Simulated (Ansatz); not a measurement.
# Sn4O7: the cost of one run

Method: DFT LDA, scalar-relativistic, plane waves, PAW, in Ansatz 0.2.0.

2 further runs of the same task are left out: 2 set aside as unsound or not needed.

## (1) The starting structure

Symmetry: I4_1/amd, No. 141, tetragonal system. The conventional cell has a = 4.000 Å, b = 4.000 Å, c = 10.247 Å, α = 90.00°, β = 90.00°, γ = 90.00°. Sn (site symmetry -4m2) is surrounded by 6 O at 2.06 to 2.09 Å. Around O (site symmetry 2mm) lie 3 Sn at 2.06 to 2.09 Å.

As a file:

```xyz
6
Lattice="-2.0001 2.0001 5.1237 2.0001 -2.0001 5.1237 2.0001 2.0001 -5.1237" Properties=species:S:1:pos:R:3 pbc="T T T"
Sn    0.0000    2.0001    2.5618
Sn    0.0000    0.0000    0.0000
O     0.0000    0.0000    8.1623
O     0.0000    2.0001    4.6469
O     0.0000    0.0000    2.0851
O     0.0000    2.0001    0.4767
```

Source of the structure: the Materials Project (structure only).

## (6) Setting up the map

Atoms count from 1 in the order of the input.

An atom moved over a plane that holds its own site and a neighbouring vacancy.

First coordinate, path of O6 from its site (0) to the vacancy (1), 2.542 Å: 9 values from −0.167 to 1.167. Second coordinate, shift of O6 across the path, along a normal: 7 values from −0.9 Å.

Nothing else is relaxed (all other atoms held at the sites of the perfect crystal). Points are written as (first, second).

(The set-up runs are not shown.)

## (7) Grid point (0.167, 0.3 Å)

Input file input.yaml:

```yaml
crystal:
  lattice:
    - [3.9697699592, -3.9697699592, 0.0]
    - [3.9697699592, 3.9697699592, 0.0]
    - [-1.9848849796, 1.9848849796, 5.0882634188]
  atoms:
    - { symbol: Sn, position: [1.0, 0.25, 0.5] }
    - { symbol: Sn, position: [0.5, 0.75, 0.5] }
    - { symbol: Sn, position: [0.5, 0.5, 0.0] }
    - { symbol: Sn, position: [0.0, 0.0, 0.0] }
    - { symbol: O, position: [0.7970126936, 0.0, 0.5940253873] }
    - { symbol: O, position: [0.2652833572, 0.3152737602, 0.9000191938] }
    - { symbol: O, position: [0.7029873064, 0.75, 0.9059746127] }
    - { symbol: O, position: [0.7029873064, 0.5, 0.4059746127] }
    - { symbol: O, position: [0.2029873064, 0.0, 0.4059746127] }
    - { symbol: O, position: [0.7970126936, 0.25, 0.0940253873] }
    - { symbol: O, position: [0.2970126936, 0.75, 0.0940253873] }
total_charge: 2
basis:
  ecutwfc: 420
kpoints:
  mp_grid: { grid: [6, 4, 6] }
hamiltonian:
  xc: lda
  pseudopotentials: { kind: paw, azcp: { folder: soft_1 } }
scf:
  occupations: { method: gaussian, width: 0.05 }
output:
  forces: true
  stress: true
  eigenvalues: true
```

Started as:

```sh
$ ansatz run input.yaml --threads 4 --pin off --max-ram 8192MiB --backend cpu --events-out ev --progress --plain --runs-dir out
```

What time and memory should one allow on 4 threads of Arm Neoverse V1, shared host?

About 29 s, with a peak of 0.77 GiB.
